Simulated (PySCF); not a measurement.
# C₅H₄ClF: electronic excitations and core binding energies

Wanted: the electronic excitations and core binding energies of C₅H₄ClF (`C=C(Cl)C#CCF`), by calculation.

The runs use PySCF 2.14.0, with density-fitted response routines of our own; the level of theory stands in each step. All values are computed, except where a source is named. Atoms count from 0, in the outputs and in this text.

## (1) Starting geometry

11 atoms, charge 0, multiplicity 1; geometry from: GFN2-xTB.

Bonds of the start (Å): C0–C1 1.33, C1–Cl2 1.74, C1–C3 1.41, C3–C4 1.20, C4–C5 1.45, C5–F6 1.38, C0–H7 1.08, C0–H8 1.07, C5–H9 1.10, C5–H10 1.10.

## (2) TDDFT and polarisability: CAM-B3LYP/def2-SVPD

Job settings and geometry (Å):

```
{"job": {"kind": "uv", "xc": "CAM-B3LYP", "basis": "def2-SVPD", "nstates": 8, "ntriplets": 3}, "charge": 0, "multiplicity": 1}
C     -2.496000     0.479848     0.134779
C     -1.571525    -0.469294     0.056629
Cl    -1.998988    -2.146529    -0.151738
C     -0.181908    -0.245376     0.128146
C      1.017509    -0.152319     0.175855
C      2.445096     0.072172     0.246635
F      2.732828     1.408611     0.405587
H     -2.207522     1.508334     0.260036
H     -3.544579     0.253227     0.075207
H      2.876381    -0.453074     1.108550
H      2.934134    -0.252929    -0.680719
```

With the program's defaults for keys left out, this is: TDDFT CAM-B3LYP/def2-SVPD, vertical, gas phase, core orbitals frozen in the response.

The run is started by

```
$ OMP_NUM_THREADS=1 python probes_run.py task.json out
```

One launch serves the whole session: the jobs run in the order shown.

**Question.** This job is followed by: delta-SCF UKS SCAN, pcX-2 on the ionised atom, pcseg-1 elsewhere, spin-free X2C. Predict these results of the whole session: lowest singlet (CAM-B3LYP/def2-SVPD); brightest single state of those computed; lowest triplet; C1s binding energies, SCAN/pcX-2 (standing for 2 of 5 atoms); Cl1s binding energies, SCAN/pcX-2; Cl2p binding energies, SCAN/pcX-2; F1s binding energies, SCAN/pcX-2.

The runs gave:

| quantity | value |
| --- | --- |
| lowest singlet (CAM-B3LYP/def2-SVPD) | 5.17 eV (240 nm), f = 0.000 |
| brightest single state of those computed | state 8, 7.37 eV, f = 0.241 |
| lowest triplet | 3.39 eV |
| C1s binding energies, SCAN/pcX-2 (standing for 2 of 5 atoms) | C5 294.09, C0 290.38 eV |
| Cl1s binding energies, SCAN/pcX-2 | Cl2 2828.96 eV |
| Cl2p binding energies, SCAN/pcX-2 | Cl2 206.92 eV |
| F1s binding energies, SCAN/pcX-2 | F6 692.56 eV |

In words: The first singlet state (HOMO→LUMO+1 0.88) lies at 5.17 eV and is dark; of the 8 states computed, the strongest absorption comes from state 8 at 7.37 eV (the last computed, so partners may be missing). The lowest triplet lies 1.78 eV below the lowest singlet (triplets in Tamm-Dancoff, singlets in full TDDFT). The C1s levels kept as sound span 3.71 eV, from C0 (terminal =CH2 carbon) up to C5 (propargylic sp3 CH2 bonded to F). Only 2 of the 5 C atoms are covered by sound results.
